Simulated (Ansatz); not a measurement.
**CH6SSi2: one species, many methods**

The task here is to estimate one member of a computed series from the others.

Method: functionals in def2-TZVPP, the program's frozen cores in correlated methods; program: Ansatz 0.2.0, Gaussian basis.

Levels to be run: LDA (SPW92), PBE-D4, revPBE-D4, BLYP-D4, r2SCAN-D4, B97M-V, PBE0-D4, B3LYP-D4, r2SCANh-D4, r2SCAN0-D4, HSE06-D4, BHLYP-D4, CAM-B3LYP-D4, LC-ωPBE, ωB97X-V, ωB97M-V, B2PLYP, PBE-QIDH; CCSD(T)/def2-SVP; CCSD(T)/def2-TZVPP; MP2/def2-QZVPP; extrapolation to the limit; RPA on PBE.

## The geometry

All runs share one geometry, relaxed beforehand with PBE0-D4 in a triple-zeta def2 set.

10 atoms, charge 0, spin multiplicity 1.

Atoms are counted from 1 here; the program's logs count them from 0.

Bond lengths: C1–Si2 1.862 Å, C1–H5 1.091 Å, C1–H6 1.093 Å, C1–H7 1.093 Å, Si2–Si3 2.246 Å, Si2–S4 2.154 Å, Si2–H8 1.484 Å, Si3–S4 2.156 Å, Si3–H9 1.483 Å, Si3–H10 1.484 Å. Angles: Si2–C1–H5 110.6°, Si2–C1–H6 110.3°, Si2–C1–H7 110.2°, H5–C1–H6 108.8°, H5–C1–H7 108.6°, H6–C1–H7 108.3°, C1–Si2–Si3 124.2°, C1–Si2–S4 116.5°, C1–Si2–H8 112.2°, Si3–Si2–S4 58.6°, Si3–Si2–H8 119.9°, S4–Si2–H8 113.5°, Si2–Si3–S4 58.6°, Si2–Si3–H9 123.5°, Si2–Si3–H10 122.2°, S4–Si3–H9 114.9°, S4–Si3–H10 114.6°, H9–Si3–H10 111.1° and more.

The first run:

in.yaml reads:

```yaml
crystal:
  periodic: [false, false, false]
  atoms:
    - {symbol: C, position_ang: [-1.338860, 0.779629, -0.768621]}
    - {symbol: Si, position_ang: [-0.420209, -0.492294, 0.234959]}
    - {symbol: Si, position_ang: [1.740058, -0.316268, 0.822381]}
    - {symbol: S, position_ang: [1.114576, -1.600883, -0.791687]}
    - {symbol: H, position_ang: [-0.640980, 1.400579, -1.331969]}
    - {symbol: H, position_ang: [-1.933204, 1.421996, -0.113825]}
    - {symbol: H, position_ang: [-2.015148, 0.289108, -1.473055]}
    - {symbol: H, position_ang: [-1.336294, -1.346391, 1.031642]}
    - {symbol: H, position_ang: [2.330942, -1.018677, 1.986904]}
    - {symbol: H, position_ang: [2.582218, 0.832000, 0.406272]}
basis:
  gaussian: {orbitals: def2-TZVPP}
hamiltonian: {xc: lda}
output: {orbitals: {seedname: orbitals}}
```

Among the steps run: LDA; PBE-D4 (GGA); revPBE-D4 (GGA); BLYP-D4 (GGA); r2SCAN-D4 (meta-GGA); B97M-V (meta-GGA); PBE0-D4 (hybrid); B3LYP-D4 (hybrid); r2SCANh-D4 (hybrid); r2SCAN0-D4 (hybrid); HSE06-D4 (hybrid); BHLYP-D4 (hybrid); CAM-B3LYP-D4 (range-separated); LC-ωPBE (range-separated); ωB97X-V (range-separated); ωB97M-V (range-separated); B2PLYP (double hybrid); PBE-QIDH (double hybrid).

One table of the session follows, with a row left open; its other results are not shown here.

It belongs to the step «Frontier levels by functional». 

```
  functional  HOMO (eV)  gap (eV)
 LDA (SPW92)      -6.13      4.91
      PBE-D4      -6.03      5.02
   revPBE-D4      -5.98      5.06
     BLYP-D4      -5.86      4.99
   r2SCAN-D4          ?         ?
      B97M-V      -6.28      5.46
     PBE0-D4      -7.04      6.86
    B3LYP-D4      -6.83      6.46
  r2SCANh-D4      -6.61      6.19
  r2SCAN0-D4      -7.17      7.17
    HSE06-D4      -6.65      6.10
    BHLYP-D4      -7.91      8.64
CAM-B3LYP-D4      -8.23      9.07
     LC-ωPBE      -9.50     11.45
     ωB97X-V      -9.19     11.04
     ωB97M-V      -8.99     10.55
```

**Question.** Estimate the row for r2SCAN-D4.

Worked estimate for «HOMO (eV)». Against the share of exact exchange, r2SCANh-D4 (0.1, -6.61), r2SCAN0-D4 (0.25, -7.17) give a slope of -3.73 per unit share; at 0 the line stands at -6.24.

**Answer.** HOMO (eV): -6.24; gap (eV): 5.54. In «HOMO (eV)» the line misses by 0.00.
